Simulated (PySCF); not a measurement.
# C₂H₇BrSn: NMR shieldings

What do calculations give for the NMR shieldings of C₂H₇BrSn (`[H][Sn]([CH3])([CH3])[Br]`)?

Programs: PySCF 2.14.0, with routines of our own; each step states its level. All values are computed. Atoms count from 0.

## 1. The system as given

11 atoms, charge 0, multiplicity 1; geometry from: GFN2-xTB.

## 2. Geometry optimisation at PBE0-D3(BJ)/def2-SVP

What the job is given:

```
{"job": {"xc": "PBE0", "basis": "def2-SVP", "d3": "d3bj", "grid": 1, "maxiter": 30, "shake": 0.03, "kind": "geom"}, "charge": 0, "multiplicity": 1}
Sn    -0.192150    -0.505180     0.545310
H     -0.371100    -0.613650     2.236110
C      1.736150    -0.607860    -0.234970
H      2.504760     0.214200     0.167070
H      1.770180    -0.572070    -1.324620
H      2.211620    -1.535490     0.088960
C     -1.365560     1.275810    -0.212390
H     -2.370820     1.244160     0.126730
H     -1.398520     1.272080    -1.239930
H     -0.954170     2.201300     0.154430
Br    -1.472320    -2.458790    -0.275810
```

Run with:

```bash
$ OMP_NUM_THREADS=1 python heavy_run.py task.json out
```

One launch serves the whole session: the jobs run in the order shown.

What it wrote:

```text
step   0  E = -2868.14463666  max force = 0.058038
step   1  E = -2868.16007374  max force = 0.010980
step   2  E = -2868.16131872  max force = 0.005433
step   3  E = -2868.16160073  max force = 0.002319
step   4  E = -2868.16156578  max force = 0.001794
step   5  E = -2868.16157406  max force = 0.001710
step   6  E = -2868.16158965  max force = 0.000812
step   7  E = -2868.16157930  max force = 0.000453
step   8  E = -2868.16157382  max force = 0.000281
step   9  E = -2868.16157756  max force = 0.000347
optimisation converged
```

Run time: 71 s. Hardware: 1 thread of Arm Neoverse V1, shared host; peak memory 0.48 GiB.

Relaxation path:

```
step  energy from step 0 (eV)  largest force component (eV/Å)
   0                   0.0000                          2.9844
   1                  -0.4201                          0.5646
   2                  -0.4539                          0.2794
   3                  -0.4616                          0.1192
   4                  -0.4607                          0.0923
   5                  -0.4609                          0.0879
   6                  -0.4613                          0.0418
   7                  -0.4610                          0.0233
   8                  -0.4609                          0.0144
   9                  -0.4610                          0.0178
```

Close pairs (by a distance rule), those that changed most:

```
    bond  before (Å)  after (Å)  change (Å)
  Sn0–C6       2.263      2.141      -0.122
   C2–H3       1.195      1.099      -0.096
   C6–H8       1.028      1.099      +0.071
  Sn0–C2       2.083      2.140      +0.058
   C6–H7       1.061      1.099      +0.037
Sn0–Br10       2.476      2.510      +0.035
   C6–H9       1.077      1.099      +0.022
  Sn0–H1       1.704      1.716      +0.013
```

The end geometry stands in the next job.

```csv
at the end point,value
point group (found at 0.08 Å tolerance),Cs
"rotational constants (GHz, main isotopes)","3.693, 1.260, 1.059"
dipole moment (D),3.23
```

## 3. NMR shieldings: PBE0/pcSseg-1 Br:us-x2c-TZVPall-2c Sn:us-x2c-TZVPall-2c, spin–orbit

What the job is given:

```
{"job": {"kind": "hnmr", "xc": "PBE0", "basis": {"default": "pcSseg-1", "Br": "us-x2c-TZVPall-2c", "Sn": "us-x2c-TZVPall-2c"}, "rel": "so"}, "charge": 0, "multiplicity": 1}
Sn    -0.247314    -0.447975     0.526084
H     -0.381553    -0.681870     2.221123
C      1.770281    -0.569803    -0.178325
H      2.384572     0.239790     0.240361
H      1.771398    -0.501690    -1.274916
H      2.193343    -1.539322     0.118860
C     -1.356502     1.243745    -0.175232
H     -2.399114     1.155141     0.159690
H     -1.333325     1.255562    -1.273618
H     -0.927318     2.178967     0.211417
Br    -1.376397    -2.418034    -0.544554
```

Method: PBE0/pcSseg-1 Br:us-x2c-TZVPall-2c Sn:us-x2c-TZVPall-2c GIAO NMR shielding, X2C with spin-orbit coupling, screened-nuclear two-electron part, Gaussian nuclei, gas phase.

What it wrote:

```text
spin-free SCF
coarse grid: 43024 points
cycle   1  E = -8862.5174423270  dE = -3.251e-01  |g| = 4.730e-01  |ddm| = 1.669e+02
cycle   2  E = -8862.5005657954  dE =  1.688e-02  |g| = 5.088e-01  |ddm| = 8.506e-01
cycle   3  E = -8862.5645936105  dE = -6.403e-02  |g| = 7.898e-02  |ddm| = 4.971e-01
cycle   4  E = -8862.5653744433  dE = -7.808e-04  |g| = 1.676e-02  |ddm| = 6.595e-02
cycle   5  E = -8862.5654232556  dE = -4.881e-05  |g| = 6.514e-03  |ddm| = 1.867e-02
cycle   6  E = -8862.5654268931  dE = -3.637e-06  |g| = 3.386e-04  |ddm| = 3.583e-03
final grid: 87144 points
cycle   7  E = -8862.5636298088  dE = -8.551e-07  |g| = 1.191e-03  |ddm| = 1.747e-03
cycle   8  E = -8862.5636298096  dE = -8.349e-10  |g| = 3.707e-04  |ddm| = 5.070e-04
cycle   9  E = -8862.5636298170  dE = -7.371e-09  |g| = 2.812e-04  |ddm| = 4.266e-04
cycle  10  E = -8862.5636298259  dE = -8.895e-09  |g| = 1.615e-05  |ddm| = 1.840e-04
converged SCF energy = -8862.5636298259
two-component SCF
cycle   1  E = -8861.8501846971  dE = -8.862e+03  |FDS-SDF| = 4.552e+01
cycle   2  E = -8863.4660021714  dE = -1.616e+00  |FDS-SDF| = 3.355e-01
cycle   3  E = -8863.4665470011  dE = -5.448e-04  |FDS-SDF| = 9.180e-03
cycle   4  E = -8863.4665585778  dE = -1.158e-05  |FDS-SDF| = 4.170e-03
cycle   5  E = -8863.4665600102  dE = -1.432e-06  |FDS-SDF| = 1.299e-03
cycle   6  E = -8863.4665603998  dE = -3.897e-07  |FDS-SDF| = 3.975e-04
cycle   7  E = -8863.4665604620  dE = -6.218e-08  |FDS-SDF| = 1.314e-04
cycle   8  E = -8863.4665604678  dE = -5.763e-09  |FDS-SDF| = 3.699e-05
converged, E = -8863.4665604678

Field gradients (au) and densities at the nuclei (bohr^-3)
atom        Vxx        Vyy        Vzz        centre      nuclear mean
  0 Sn    -1.5961    -1.9477     3.5438     174466.256     173255.785
  1 H     -0.0515    -0.0534     0.1049          0.330          0.330
  2 C     -0.0183    -0.0344     0.0527        114.451        114.451
  3 H     -0.1471    -0.1534     0.3005          0.373          0.373
  4 H     -0.1466    -0.1530     0.2995          0.373          0.373
  5 H     -0.1463    -0.1529     0.2992          0.372          0.372
  6 C     -0.0181    -0.0349     0.0530        114.451        114.451
  7 H     -0.1464    -0.1531     0.2995          0.372          0.372
  8 H     -0.1465    -0.1530     0.2994          0.373          0.373
  9 H     -0.1470    -0.1533     0.3003          0.373          0.373
 10 Br    -2.2867    -2.2908     4.5776      39257.882      39229.412
without picture change
  0 Sn                           3.8784                    356114.180
 10 Br                           4.7279                     60005.075

Core orbital energies (eV)
atom   shell        mean    spread
  0 Sn 1s       -29054.345   0.000
  0 Sn 2s        -4409.671   0.000
  0 Sn 3s         -861.308   0.000
  0 Sn 4s         -140.743   0.000
  0 Sn 5s          -16.746   0.000
  0 Sn 2p1/2     -4115.810   0.000
  0 Sn 2p3/2     -3885.636   0.019
  0 Sn 3p1/2      -741.753   0.000
  0 Sn 3p3/2      -699.267   0.058
  0 Sn 4p1/2      -100.494   0.000
  0 Sn 4p3/2       -92.827   0.101
  0 Sn 3d3/2      -488.460   0.057
  0 Sn 3d5/2      -479.854   0.075
  0 Sn 4d3/2       -29.442   0.104
  0 Sn 4d5/2       -28.387   0.151
 10 Br 1s       -13365.020   0.000
 10 Br 2s        -1754.163   0.000
 10 Br 3s         -246.335   0.000
 10 Br 4s          -21.311   0.000
 10 Br 2p1/2     -1577.725   0.000
 10 Br 2p3/2     -1530.477   0.039
 10 Br 3p1/2      -184.609   0.000
 10 Br 3p3/2      -177.684   0.122
 10 Br 3d3/2       -70.655   0.140
 10 Br 3d5/2       -69.597   0.185

Shielding tensors (ppm)
atom      isotropic    diamagn.    paramagn.     s11        s22        s33       span
  0 Sn     3373.79     4740.63    -1366.84    3208.29    3402.51    3510.58     302.29
  1 H        24.51       27.51       -3.00      14.63      18.82      40.09      25.46
  2 C       186.45      251.42      -64.97     174.64     187.43     197.28      22.63
  3 H        30.63       29.47        1.16      24.13      26.89      40.88      16.76
  4 H        30.43       30.03        0.40      24.64      28.14      38.51      13.87
  5 H        30.29       28.26        2.03      24.12      27.85      38.90      14.78
  6 C       186.53      251.45      -64.91     174.97     187.53     197.11      22.14
  7 H        30.28       28.27        2.01      24.16      27.71      38.96      14.80
  8 H        30.43       30.00        0.44      24.58      28.20      38.51      13.93
  9 H        30.64       29.53        1.11      24.13      26.95      40.83      16.71
 10 Br     3136.41     2989.80      146.61    3055.07    3137.58    3216.60     161.52
```

It took 3.3 min on 1 thread of Arm Neoverse V1, shared host; peak memory 1.6 GiB.

From this job:

| quantity | value |
| --- | --- |
| energy from spin-orbit coupling | -0.9029 Eh |

## 4. NMR shieldings: PBE0/pcSseg-1 Br:us-x2c-TZVPall-2c Sn:us-x2c-TZVPall-2c, spin-free

Settings changed since step 3:

```diff
@@ -1,2 +1,2 @@
-{"job": {"kind": "hnmr", "xc": "PBE0", "basis": {"default": "pcSseg-1", "Br": "us-x2c-TZVPall-2c", "Sn": "us-x2c-TZVPall-2c"}, "rel": "so"}, "charge": 0, "multiplicity": 1}
+{"job": {"kind": "hnmr", "xc": "PBE0", "basis": {"default": "pcSseg-1", "Br": "us-x2c-TZVPall-2c", "Sn": "us-x2c-TZVPall-2c"}, "rel": "sf"}, "charge": 0, "multiplicity": 1}
 Sn    -0.247314    -0.447975     0.526084
```

Method: PBE0/pcSseg-1 Br:us-x2c-TZVPall-2c Sn:us-x2c-TZVPall-2c GIAO NMR shielding, spin-free X2C, Gaussian nuclei, gas phase.

What it wrote:

```text
spin-free SCF
coarse grid: 43024 points
cycle   1  E = -8862.5174423270  dE = -3.251e-01  |g| = 4.730e-01  |ddm| = 1.669e+02
cycle   2  E = -8862.5005657954  dE =  1.688e-02  |g| = 5.088e-01  |ddm| = 8.506e-01
cycle   3  E = -8862.5645936105  dE = -6.403e-02  |g| = 7.898e-02  |ddm| = 4.971e-01
cycle   4  E = -8862.5653744433  dE = -7.808e-04  |g| = 1.676e-02  |ddm| = 6.595e-02
cycle   5  E = -8862.5654232556  dE = -4.881e-05  |g| = 6.514e-03  |ddm| = 1.867e-02
cycle   6  E = -8862.5654268931  dE = -3.637e-06  |g| = 3.386e-04  |ddm| = 3.583e-03
final grid: 87144 points
cycle   7  E = -8862.5636298088  dE = -8.551e-07  |g| = 1.191e-03  |ddm| = 1.747e-03
cycle   8  E = -8862.5636298096  dE = -8.349e-10  |g| = 3.707e-04  |ddm| = 5.070e-04
cycle   9  E = -8862.5636298170  dE = -7.371e-09  |g| = 2.812e-04  |ddm| = 4.266e-04
cycle  10  E = -8862.5636298259  dE = -8.895e-09  |g| = 1.615e-05  |ddm| = 1.840e-04
converged SCF energy = -8862.5636298259
check of the scalar solution
cycle   1  E = -8862.5636298259  dE = -8.863e+03  |FDS-SDF| = 4.055e+00
cycle   2  E = -8862.5644804468  dE = -8.506e-04  |FDS-SDF| = 2.349e-03
cycle   3  E = -8862.5644804475  dE = -6.712e-10  |FDS-SDF| = 7.189e-05
converged, E = -8862.5644804475

Field gradients (au) and densities at the nuclei (bohr^-3)
atom        Vxx        Vyy        Vzz        centre      nuclear mean
  0 Sn    -1.5953    -1.9474     3.5427     174365.737     173155.266
  1 H     -0.0515    -0.0535     0.1050          0.331          0.331
  2 C     -0.0180    -0.0341     0.0521        114.451        114.451
  3 H     -0.1471    -0.1535     0.3006          0.373          0.373
  4 H     -0.1466    -0.1530     0.2995          0.373          0.373
  5 H     -0.1463    -0.1529     0.2992          0.372          0.372
  6 C     -0.0178    -0.0346     0.0524        114.451        114.451
  7 H     -0.1464    -0.1531     0.2995          0.372          0.372
  8 H     -0.1464    -0.1530     0.2994          0.373          0.373
  9 H     -0.1470    -0.1533     0.3003          0.373          0.373
 10 Br    -2.2877    -2.2918     4.5794      39255.217      39226.747
without picture change
  0 Sn                           3.8878                    356126.570
 10 Br                           4.7324                     60005.611

Core orbital energies (eV)
atom   shell        mean    spread
  0 Sn 1s       -29055.873   0.000
  0 Sn 2s        -4409.977   0.000
  0 Sn 3s         -861.384   0.000
  0 Sn 4s         -140.763   0.000
  0 Sn 5s          -16.748   0.000
  0 Sn 2p        -3959.625   0.030
  0 Sn 3p         -712.957   0.092
  0 Sn 4p          -95.297   0.163
  0 Sn 3d         -483.327   0.083
  0 Sn 4d          -28.817   0.221
 10 Br 1s       -13365.217   0.000
 10 Br 2s        -1754.198   0.000
 10 Br 3s         -246.340   0.000
 10 Br 4s          -21.311   0.000
 10 Br 2p        -1545.974   0.057
 10 Br 3p         -179.953   0.184
 10 Br 3d          -70.021   0.208

Shielding tensors (ppm)
atom      isotropic    diamagn.    paramagn.     s11        s22        s33       span
  0 Sn     2465.69     5137.74    -2672.04    2248.14    2535.47    2613.47     365.32
  1 H        25.55       27.60       -2.05      16.91      18.86      40.87      23.97
  2 C       185.00      250.99      -65.99     173.37     185.45     196.18      22.82
  3 H        30.92       29.46        1.46      24.79      27.08      40.90      16.11
  4 H        30.60       30.02        0.59      25.02      28.28      38.51      13.48
  5 H        30.49       28.24        2.25      24.55      27.99      38.93      14.37
  6 C       185.07      251.02      -65.94     173.68     185.52     196.02      22.34
  7 H        30.47       28.25        2.22      24.58      27.85      38.99      14.40
  8 H        30.61       29.98        0.63      24.98      28.34      38.51      13.53
  9 H        30.92       29.52        1.40      24.78      27.13      40.85      16.07
 10 Br     2830.94     3138.92     -307.97    2717.86    2804.97    2970.00     252.14
```

Wall time 58 s (1 thread of Arm Neoverse V1, shared host); peak memory 1.2 GiB.

## 5. Shieldings side by side

```
                                                                        run     Sn0    Br10     C6     C2    H1    H3    H9     time
step 3, PBE0/pcSseg-1 Br:us-x2c-TZVPall-2c Sn:us-x2c-TZVPall-2c, spin–orbit  3373.8  3136.4  186.5  186.4  24.5  30.6  30.6  3.3 min
 step 4, PBE0/pcSseg-1 Br:us-x2c-TZVPall-2c Sn:us-x2c-TZVPall-2c, spin-free  2465.7  2830.9  185.1  185.0  25.5  30.9  30.9     58 s
```

## 6. Summary of results

```
                                                                                                     quantity                                            value
                                                                                                  point group                                               Cs
                                                                         rotational constants (main isotopes)                             3.69, 1.26, 1.06 GHz
energy from spin-orbit coupling (step 3, PBE0/pcSseg-1 Br:us-x2c-TZVPall-2c Sn:us-x2c-TZVPall-2c, spin–orbit)                                       -0.9029 Eh
                     shieldings (step 3, PBE0/pcSseg-1 Br:us-x2c-TZVPall-2c Sn:us-x2c-TZVPall-2c, spin–orbit)  Sn0 3373.8, C2 186.4, C6 186.5, Br10 3136.4 ppm
                      shieldings (step 4, PBE0/pcSseg-1 Br:us-x2c-TZVPall-2c Sn:us-x2c-TZVPall-2c, spin-free)  Sn0 2465.7, C2 185.0, C6 185.1, Br10 2830.9 ppm
```

In words: The start was shaken at random, so part of the energy gained undoes that. Relaxing lowered the energy by 0.461 eV in 9 steps; the close pair that moved most is Sn0–C6, from 2.263 to 2.141 Å. A contracted two-component basis is stiff near heavy nuclei, so the absolute shieldings of the heavy atoms from it are rough. In step 3, Sn0 has the widest tensor, 302 ppm. Sn0 moves most between the runs, by 908 ppm; the labels say what changes from run to run.
